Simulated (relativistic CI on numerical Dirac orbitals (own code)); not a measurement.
**Yb²⁺: one ion under different settings**

How much do the settings matter for Yb²⁺? One ion, several inputs.

The numbers are computed with relativistic CI on numerical Dirac orbitals (own code) version 3 (Dirac-Coulomb-Breit CI, KLI orbitals optimised for each configuration, model QED (radiative potential, 1s self-energy scaled to tabulated hydrogen-like ionisation energies), numerical settings as typed), except any that are marked as measured or tabulated.

### 1 The atom as given

- ion: Yb²⁺ (Yb III)
- nuclear charge: 70
- electrons: 68
- isotope: A = 174

### 2 Usual settings

The run's settings:

```ini
atom Yb  Z=70  charge=2  electrons=68
nucleus A=174  rms_radius_fm=5.3108
hamiltonian dirac-coulomb  breit=on  qed=on  c_scale=1
orbitals kli  potential=per-configuration
slater_scale 1
correlation none
mixing on
grid step=0.0125 r_max=86.5
scf mixing=0.4 start=green max_iterations=150 tolerance=2e-08 node_fill=0.05
configurations
  [Xe] 4f14
  [Xe] 4f13 6s
end
```

Run with:

```console
> python run_levels.py task.json out
```

One command runs all members of the session, one after another, from task.json.

### 3 Iteration limit 20

Settings: those of step 2 with these lines changed.

```diff
@@ -8,3 +8,3 @@
 grid step=0.0125 r_max=86.5
-scf mixing=0.4 start=green max_iterations=150 tolerance=2e-08 node_fill=0.05
+scf mixing=0.4 start=green max_iterations=20 tolerance=2e-08 node_fill=0.05
 configurations
```

### 4 Potential mixing 0.1, start potential previous

Settings: those of step 3 with these lines changed.

```diff
@@ -8,3 +8,3 @@
 grid step=0.0125 r_max=86.5
-scf mixing=0.4 start=green max_iterations=20 tolerance=2e-08 node_fill=0.05
+scf mixing=0.1 start=previous max_iterations=150 tolerance=2e-08 node_fill=0.05
 configurations
```

### 5 Speed-of-light factor 1.25

The run's settings:

```ini
atom Yb  Z=70  charge=2  electrons=68
nucleus A=174  rms_radius_fm=5.3108
hamiltonian dirac-coulomb  breit=on  qed=on  c_scale=1.25
orbitals kli  potential=per-configuration
slater_scale 1
correlation none
mixing on
grid step=0.0125 r_max=86.5
scf mixing=0.4 start=green max_iterations=150 tolerance=2e-08 node_fill=0.05
configurations
  [Xe] 4f14
  [Xe] 4f13 6s
end
```

### 6 Node fill 50

The run's settings:

```ini
atom Yb  Z=70  charge=2  electrons=68
nucleus A=174  rms_radius_fm=5.3108
hamiltonian dirac-coulomb  breit=on  qed=on  c_scale=1
orbitals kli  potential=per-configuration
slater_scale 1
correlation none
mixing on
grid step=0.0125 r_max=86.5
scf mixing=0.4 start=green max_iterations=91 tolerance=2e-08 node_fill=50
configurations
  [Xe] 4f14
  [Xe] 4f13 6s
end
```

(Steps that only read results are left out.)

Q: Predict the outcome of this session. Wanted: lowest level, usual settings; total energy; first excitation.

**Answer**, as computed:

| setting | total energy less usual (Ha) | largest shift of a level among the lowest eight of both runs, same label and place (cm⁻¹) | SCF iterations | time | lowest level | kind of change |
| --- | --- | --- | --- | --- | --- | --- |
| usual | 0 | 0 | 27 | 0.28 s | 4f14 1S0 | - |
| iteration limit 20 | 0 | 0 | 27 | 0.27 s | 4f14 1S0 | numerical |
| potential mixing 0.1, start potential previous | 0 | 0 | 29 | 0.27 s | 4f14 1S0 | numerical |
| speed-of-light factor 1.25 | 258 | 19800 | 27 | 0.27 s | 4f14 1S0 | unphysical constant |
| node fill 50 | 1.35 | 10700 | 41 | 0.33 s | 4f13 6s 3F°4 | unsound |

```
                    quantity           value
lowest level, usual settings        4f14 1S0
                total energy  -14043.2794 Ha
            first excitation     4941.5 cm⁻¹
```

**Reading.** The lowest level changes under «node fill 50». Among the runs whose levels can be followed, they move most under «speed-of-light factor 1.25» (unphysical constant), by up to 19800 cm⁻¹. No visible change in the result comes from «iteration limit 20» or «potential mixing 0.1, start potential previous». «Node fill 50» costs 41 SCF iterations against 27. Only the listed configurations are in the model. In a near-neutral ion this small CI can misplace whole configurations by 10,000 cm⁻¹ or more, above all where the count of f electrons changes.
